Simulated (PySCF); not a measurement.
**Ways to converge the SCF of CdB**

Aim: find out which solver settings change the answer for CdB.

The runs use PySCF 2.14.0; each script names its method and basis.

5 further runs of the same task are left out: 1 for a known fault of the program, 4 that didn't finish.

## 1. The system as given

CdB: 2 atoms, charge 0, spin multiplicity 2.

Bond lengths: Cd1–B2 2.215 Å.

## 2. The base run

File input.py:

```python
from pyscf import gto, scf, mp

mol = gto.M(
    atom='Cd 0 0 0; B 0 0 2.215',
    basis='def2-svpd',
    ecp={'Cd': 'def2-svpd'},
    charge=0,
    spin=1,
    symmetry=True,
    verbose=3,
)
mf = scf.UHF(mol)
mf.kernel()
mp.MP2(mf, frozen=1).kernel()
mf.dip_moment()
print('orbital energies (hartree):', [e[max(0, n-3):n+3].round(4) for e, n in zip(mf.mo_energy, mol.nelec)])
```

Command:

```console
> python input.py
```

Its log is not repeated here.

It gives: E(SCF) = -191.281395 Eh, E(MP2) − E(SCF) = -0.39676 Eh, ⟨S²⟩ = 1.791, μ = 2.56 D (of the SCF density).

⟨S²⟩ = 1.79 against 0.75 for a pure state: the determinant is spin-contaminated. The bond length is a typed value, not an optimised one.

## 3. Initial guess atom

Edit 1 changes initial guess: minao → atom.

File input.py:

```python
from pyscf import gto, scf, mp

mol = gto.M(
    atom='Cd 0 0 0; B 0 0 2.215',
    basis='def2-svpd',
    ecp={'Cd': 'def2-svpd'},
    charge=0,
    spin=1,
    symmetry=True,
    verbose=3,
)
mf = scf.UHF(mol)
mf.init_guess = 'atom'
mf.kernel()
mp.MP2(mf, frozen=1).kernel()
mf.dip_moment()
print('orbital energies (hartree):', [e[max(0, n-3):n+3].round(4) for e, n in zip(mf.mo_energy, mol.nelec)])
```

Command:

```console
> python input.py
```

## 4. Level shift 0.1 hartree

Edit 2 changes level shift: none → 0.1 hartree.

Changes to input.py since step 2:

```diff
@@ -12,2 +12,3 @@
 mf = scf.UHF(mol)
+mf.level_shift = 0.1
 mf.kernel()
```

## 5. Initial guess core

Edit 3 changes initial guess: minao → core.

Changes to input.py since step 2:

```diff
@@ -12,2 +12,3 @@
 mf = scf.UHF(mol)
+mf.init_guess = 'core'
 mf.kernel()
```

## 6. Level shift 0.3 hartree

Edit 4 changes level shift: none → 0.3 hartree.

Changes to input.py since step 2:

```diff
@@ -12,2 +12,3 @@
 mf = scf.UHF(mol)
+mf.level_shift = 0.3
 mf.kernel()
```

## 7. Initial guess 1e

Edit 5 changes initial guess: minao → 1e.

Changes to input.py since step 2:

```diff
@@ -12,2 +12,3 @@
 mf = scf.UHF(mol)
+mf.init_guess = '1e'
 mf.kernel()
```

What does the calculation give? Wanted: for each run, E(SCF); from base; SCF dipole; after the SCF.

The runs gave:

```tsv
run	E(SCF) (hartree)	from base (eV)	SCF dipole (D)	after the SCF
base	-191.281395	0	2.56	MP2 correlation -10.796 eV, core frozen
initial guess atom	-191.281395	0.0000	2.56	MP2 correlation -10.796 eV, core frozen
level shift 0.1 hartree	-191.281395	0.0000	2.56	MP2 correlation -10.796 eV, core frozen
initial guess core	-191.281395	0.0000	2.56	MP2 correlation -10.796 eV, core frozen
level shift 0.3 hartree	-191.281395	0.0000	2.56	MP2 correlation -10.796 eV, core frozen
initial guess 1e	-191.281395	0.0000	2.56	MP2 correlation -10.796 eV, core frozen
```

**Reading.** No change of the SCF energy comes from initial guess atom or level shift 0.1 hartree or initial guess core or level shift 0.3 hartree or initial guess 1e. PySCF falls back to minao for a guess that it doesn't know or can't read, so that run repeats the base.
